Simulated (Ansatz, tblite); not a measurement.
# Dimethylphenylsulfonium tetrafluoroborate (C8H11BF4S): rung by rung

One table from this session's results is given with a row withheld; the runs are named, their logs left out.

Computed with Ansatz 0.2.0, Gaussian basis. Level: as each input shows.

Levels to be run: GFN1-xTB, GFN2-xTB, PBE-D4/def2-TZVP, r2SCAN-D4/def2-TZVP, revPBE-D4/def2-TZVP, HF/def2-TZVP, PBE-D4/def2-SVP, PBE0-D4/def2-SVP, HF/6-31G, B3LYP-D4/6-31G, MP2/def2-SVP.

4 further runs of the same task are left out: 4 that didn't finish. Runs told in other sessions of the task aren't counted.

## The relaxed structure

The geometry is that of the singlet, from an earlier relaxation (PBE-D4/def2-SVP).

SMILES `C[S+](C)c1ccccc1.F[B-](F)(F)F`, 25 atoms, charge 0, spin multiplicity 1.

Bond lengths: C1–S2 1.812 Å, C1–H10 1.104 Å, C1–H11 1.105 Å, C1–H12 1.105 Å, S2–C3 1.824 Å, S2–C4 1.797 Å, C3–H13 1.107 Å, C3–H14 1.106 Å, C3–H15 1.106 Å, C4–C5 1.405 Å, C4–C9 1.403 Å, C5–C6 1.403 Å, C5–H16 1.102 Å, C6–C7 1.403 Å, C6–H17 1.100 Å, C7–C8 1.405 Å, C7–H18 1.100 Å, C8–C9 1.402 Å and more. Angles: S2–C1–H10 104.0°, S2–C1–H11 105.2°, S2–C1–H12 111.3°, H10–C1–H11 108.8°, H10–C1–H12 113.9°, H11–C1–H12 112.9°, C1–S2–C3 100.3°, C1–S2–C4 105.5°, C3–S2–C4 101.3°, S2–C3–H13 106.6°, S2–C3–H14 106.8°, S2–C3–H15 112.4°, H13–C3–H14 109.5°, H13–C3–H15 110.7°, H14–C3–H15 110.7°, S2–C4–C5 114.5°, S2–C4–C9 123.1°, C5–C4–C9 122.4° and more.

PBE0-D4/def2-TZVP was run before; its log isn't repeated, and its numbers join the tables.

The first run:

Tight binding, by tblite at 300 K electronic temperature and without a spin-polarisation term:

```python
tblite.interface.Calculator('GFN1-xTB', numbers, positions, charge=0, uhf=0).singlepoint()
```

Tight binding, by tblite at 300 K electronic temperature and without a spin-polarisation term:

```python
tblite.interface.Calculator('GFN2-xTB', numbers, positions, charge=0, uhf=0).singlepoint()
```

start.molden holds the orbitals of an earlier run on this state, given as this run's starting guess.

in.yaml reads:

```yaml
crystal:
  periodic: [false, false, false]
  atoms:
    - {symbol: C, position_ang: [1.933107, 1.214339, 0.486762]}
    - {symbol: S, position_ang: [1.173598, -0.146692, -0.436682]}
    - {symbol: C, position_ang: [1.486326, 0.406557, -2.146360]}
    - {symbol: C, position_ang: [-0.598992, 0.113769, -0.302112]}
    - {symbol: C, position_ang: [-1.318011, -1.002309, 0.156712]}
    - {symbol: C, position_ang: [-2.712097, -0.891586, 0.264380]}
    - {symbol: C, position_ang: [-3.357978, 0.309754, -0.066210]}
    - {symbol: C, position_ang: [-2.616734, 1.417812, -0.510467]}
    - {symbol: C, position_ang: [-1.223271, 1.326242, -0.633335]}
    - {symbol: H, position_ang: [1.582734, 1.063520, 1.522811]}
    - {symbol: H, position_ang: [3.020667, 1.020652, 0.445856]}
    - {symbol: H, position_ang: [1.654765, 2.194580, 0.058486]}
    - {symbol: H, position_ang: [2.580028, 0.343536, -2.303968]}
    - {symbol: H, position_ang: [0.975961, -0.312531, -2.813522]}
    - {symbol: H, position_ang: [1.122980, 1.434836, -2.330078]}
    - {symbol: H, position_ang: [-0.771456, -1.914306, 0.447380]}
    - {symbol: H, position_ang: [-3.294520, -1.753075, 0.623066]}
    - {symbol: H, position_ang: [-4.451497, 0.388801, 0.028127]}
    - {symbol: H, position_ang: [-3.124286, 2.361362, -0.760341]}
    - {symbol: H, position_ang: [-0.644572, 2.196458, -0.978436]}
    - {symbol: F, position_ang: [1.101990, -2.860134, 0.951393]}
    - {symbol: B, position_ang: [1.740277, -1.993115, 1.871253]}
    - {symbol: F, position_ang: [0.840020, -0.852306, 2.044190]}
    - {symbol: F, position_ang: [1.972010, -2.592099, 3.087365]}
    - {symbol: F, position_ang: [2.928940, -1.474046, 1.293711]}
basis:
  gaussian: {orbitals: def2-TZVP, initial_orbitals: start.molden}
hamiltonian: {xc: pbe, dispersion: d4}
scf: {omitted_lower_state_checks: [starts]}
output: {forces: true, orbitals: {seedname: orbitals}}
```

The run is started by

```bash
ansatz run in.yaml --threads 4 --pin off --events-out ev --progress --plain --max-ram 6963MiB
```

Steps of the session up to this table: PBE-D4/def2-TZVP; r2SCAN-D4/def2-TZVP; revPBE-D4/def2-TZVP; HF/def2-TZVP; PBE-D4/def2-SVP; PBE0-D4/def2-SVP; HF/6-31G; B3LYP-D4/6-31G; MP2/def2-SVP.

One of the session's tables, all rows but one given; the rest of the session is left out.

It belongs to the step «Binding energy». 

```
              level  binding an atom (eV)
           HF/6-31G                 3.123
        HF/def2-SVP                 3.426
       HF/def2-TZVP                     ?
    PBE-D4/def2-SVP                 4.773
   PBE-D4/def2-TZVP                 4.707
revPBE-D4/def2-TZVP                 4.583
r2SCAN-D4/def2-TZVP                 4.594
     B3LYP-D4/6-31G                 4.406
   PBE0-D4/def2-SVP                 4.665
  PBE0-D4/def2-TZVP                 4.604
       MP2/def2-SVP                 4.488
```

Q: Estimate the row for HF/def2-TZVP from the others.

As computed: binding an atom (eV): 3.359. In the column «binding an atom (eV)» it lies between HF/6-31G (3.123) and HF/def2-SVP (3.426).

Limits of these values: Free atoms were run apart at each level; binding is atoms less cluster, divided by the number of atoms, without zero-point or spin-orbit terms.
